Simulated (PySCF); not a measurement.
# BrH: the cost of one run

The runs use PySCF 2.14.0, with density-fitted response routines of our own; the level of theory stands in each step. All values are computed, except where a source is named. Atoms are numbered from 0 throughout.

### 1 The starting structure

2 atoms, charge 0, multiplicity 1; geometry from: GFN2-xTB. The atoms were then displaced at random by about 0.03 Å, so the start is not that level's minimum.

Bonds of the start (Å): Br0–H1 1.48.

### 2 Optimising the geometry at PBE0-D3(BJ)/def2-SVP

Job settings and geometry (Å):

```
{"job": {"xc": "PBE0", "basis": "def2-SVP", "d3": "d3bj", "grid": 1, "shake": 0.03, "kind": "geom"}, "charge": 0, "multiplicity": 1}
Br     0.764540    -0.082100     0.006430
H     -0.714820    -0.005620    -0.028650
```

The run is started by

```
$ OMP_NUM_THREADS=1 python probes_run.py task.json out
```

This one command runs all jobs of the session in turn.

**Question.** How long does this first job take on 1 thread of Arm Neoverse V1, shared host, and how much memory does it need?

About 2 s, with a peak of 0.23 GiB.
